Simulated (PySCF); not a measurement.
# Ir3 (Ir3-): the cost of one run

Program: PySCF 2.14.0. Level of theory: BP86, Ir def2-SVP with ECP60; scalar-relativistic core potentials, no spin–orbit coupling. These are calculated values, not measurements.

3 further runs of the same task are left out: 1 for a known fault of the program, 2 that didn't finish.

## 1. Starting geometry

3 atoms, charge -1, spin multiplicity 3.

Bond lengths: Ir1–Ir2 2.248 Å, Ir2–Ir3 2.248 Å. Angles: Ir1–Ir2–Ir3 180.0°.

Coordinates:

```xyz
3
Ir3
Ir    0.0000    0.0000    2.2481
Ir    0.0000    0.0000    0.0000
Ir    0.0000    0.0000   -2.2481
```

An earlier session relaxed this geometry at BP86, Ir def2-SVP with ECP60 (triplet, point group D∞h).

Its energy there is -313.474226 Eh.

## 2. Multiplicity 1 at the relaxed geometry

Input file run.py (the lines that set the calculation):

```python
mol = gto.M(atom='''
Ir     0.00000     0.00000     2.24807
Ir     0.00000     0.00000     0.00000
Ir     0.00000     0.00000    -2.24807''',
    basis={'Ir': 'def2-SVP'},
    ecp={'Ir': 'def2-SVP'},
    charge=-1, spin=0)
mf = dft.RKS(mol, xc='B88,P86')
mf.grids.atom_grid = (50, 194)
mf = mf.density_fit()  # fitting sets: Ir def2-universal-JKFIT
mf.conv_tol = 1e-08; mf.max_cycle = 55
mf.kernel(dm0)  # dm0: free metal ions and neutral atoms
```

Launch:

```
$ OMP_NUM_THREADS=2 python run.py
```

**Question.** How long does this run take on 2 threads of Arm Neoverse V1, shared host?

About 2.9 s.
